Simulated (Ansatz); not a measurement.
# CH5ClGe: the cost of one run

All numbers below are computed with Ansatz 0.2.0 (RKS PBE-D4/def2-SVP).

## Step 1: The structure to begin with

Bond lengths: Ge1–Cl2 2.220 Å, Ge1–C3 1.960 Å, C3–H4 1.110 Å, C3–H5 1.110 Å, C3–H6 1.110 Å, Ge1–H7 1.549 Å, Ge1–H8 1.549 Å. Angles: Cl2–Ge1–C3 109.4°, Cl2–Ge1–H7 109.5°, Cl2–Ge1–H8 109.5°, C3–Ge1–H7 109.5°, C3–Ge1–H8 109.5°, H7–Ge1–H8 109.5°, Ge1–C3–H4 109.5°, Ge1–C3–H5 109.5°, Ge1–C3–H6 109.5°, H4–C3–H5 109.4°, H4–C3–H6 109.4°, H5–C3–H6 109.4°.

Structure file:

```xyz
8

Ge    0.0000    0.0000    0.0000
Cl    0.0000    0.0000    2.2200
C     1.8483    0.0000   -0.6527
H     2.1960   -1.0463   -0.7809
H     1.8968    0.5276   -1.6281
H     2.5002    0.5187    0.0808
H    -0.7300    1.2648   -0.5162
H    -0.7300   -1.2648   -0.5162
```

## Step 2: Preparing the start

input.yaml

```yaml
crystal:
  periodic: [false, false, false]
  atoms:
    - { symbol: Ge, position_ang: [0.0, 0.0, 0.0] }
    - { symbol: Cl, position_ang: [0.0, 0.0, 2.22] }
    - { symbol: C, position_ang: [1.8483, 0.0, -0.6527] }
    - { symbol: H, position_ang: [2.196, -1.0463, -0.7809] }
    - { symbol: H, position_ang: [1.8968, 0.5276, -1.6281] }
    - { symbol: H, position_ang: [2.5002, 0.5187, 0.0808] }
    - { symbol: H, position_ang: [-0.73, 1.2648, -0.5162] }
    - { symbol: H, position_ang: [-0.73, -1.2648, -0.5162] }
basis:
  gaussian: { orbitals: def2-SVP }
hamiltonian:
  xc: pbe
  dispersion: d4
relax:
  f_tol: 0.02
  max_steps: 40
```

Started as:

```bash
ansatz run input.yaml --threads 1 --pin off --max-ram 2048MiB --backend cpu --events-out ev --progress --plain --runs-dir out
```

Q: Estimate wall time and peak memory on 1 thread of Arm Neoverse V1, shared host.

About 28 s, with a peak of 0.12 GiB.
